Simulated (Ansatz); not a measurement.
MgNiH, space group P4/mmm, a comparison of magnetic orders

Program: the Python package of Ansatz (0.2.0).

Notebook, run cell by cell (the value of a cell's last expression is shown):

In [1]:
```python
import ansatz as az
import numpy as np
import pandas as pd
```

In [2]:
```python
def count_gap(report):
    # lowest empty less highest filled band, counting bands; zero where they overlap
    return max(report.get("gap_by_band_count_ev") or 0.0, 0.0)

CELL = [
    (6.176234, 0.0, 0.0),
    (0.0, 3.088117, 0.0),
    (0.0, 0.0, 3.257024),
]
ATOMS = [
    ("Mg", (0.0, 0.0, 0.0)),
    ("Ni", (0.25, 0.5, 0.5)),
    ("H", (0.25, 0.5, 0.0)),
    ("Mg", (0.5, 0.0, 0.0)),
    ("Ni", (0.75, 0.5, 0.5)),
    ("H", (0.75, 0.5, 0.0)),
]
```

In [3]:
```python
def magnet(moments):
    crystal = az.Crystal(lattice=az.Lattice.of(CELL))
    for (symbol, position), moment in zip(ATOMS, moments):
        crystal = crystal.atom(symbol, position, moment=moment or None)
    return crystal

# starting moments in muB, one an atom
orders = {
    "FM": [0, 1.2, 0, 0, 1.2, 0],
    "AFM": [0, 1.2, 0, 0, -1.2, 0],
}
```

In [4]:
```python
rows = []
for label, moments in orders.items():
    calc = (
        magnet(moments).calculation()
        .functional("pbesol")
        .kpoints(5, 10, 9)
        .occupations(az.OccupationsMethod.GAUSSIAN, width=100 * az.meV)
        .spin("collinear")
        .band_table()
    )
    rep = calc.run().report
    rows.append((label, rep["free_energy_ev"], rep["magnetization_mub"], rep["absolute_magnetization_mub"], max(abs(m) for m in rep["site_moments_mub"]), count_gap(rep)))
    print(label, "site moments:", [round(m, 2) for m in rep["site_moments_mub"]])
```
```text
DeckWarning: basis.ecutwfc = 420 eV, auto-derived from the records' recommended cutoffs: set by Mg (normal level)
RunWarning: the starting moments were not kept: the SCF closed with an absolute magnetisation of 1.7e-6 μB, where they sum to 2.4 μB in size (2 sites). That is at most 0.1 of that sum. Measured as dr2_m measures the in/out step, that magnetisation stands 2.7e-12 eV from none, at or under the dr2_threshold of 1.0e-7 eV: it is no larger than a step whose dr2_m would equal this threshold. The system [...]
FM site moments: [-0.0, 0.0, -0.0, -0.0, 0.0, -0.0]
AFM site moments: [-0.0, 0.0, -0.0, -0.0, -0.0, 0.0]
```

In [5]:
```python
lowest = min(row[1] for row in rows)
rows = [(row[0], 1000 * (row[1] - lowest) / 2, *row[2:]) for row in sorted(rows, key=lambda row: row[1])]
print(pd.DataFrame(rows, columns=["order", "meV/magnetic atom", "net muB", "absolute muB", "largest site muB", "gap by band count eV"]).round(4).to_string(index=False))
print("lowest of these starts:", rows[0][0])
```
```text
order  meV/magnetic atom  net muB  absolute muB  largest site muB  gap by band count eV
  AFM                0.0      0.0           0.0               0.0                   0.0
   FM                0.0      0.0           0.0               0.0                   0.0
lowest of these starts: AFM
```

Notes:
- The SCF didn't keep the moments it started from (some shrank, vanished or turned); what is printed is the state reached.
- The mesh is modest for a metal, so energies can be off by several to tens of meV an atom and pressures by half a GPa or more; differences at equal mesh fare better.
- A gap by band count of zero or less means overlapping bands, a metal.
- This cell is a computed structure, which may not be the phase found in nature.
- Gaps and levels are Kohn-Sham values on a finite set of k-points.
- Warnings are shown shortened and without file and line.
- Each row is the state reached from that start at the given structure, not necessarily the lowest of its order; other orders weren't tried.
- Wall time of the script: 2.1 min on 1 thread of Arm Neoverse V1 (shared host), peak memory 0.8 GiB.
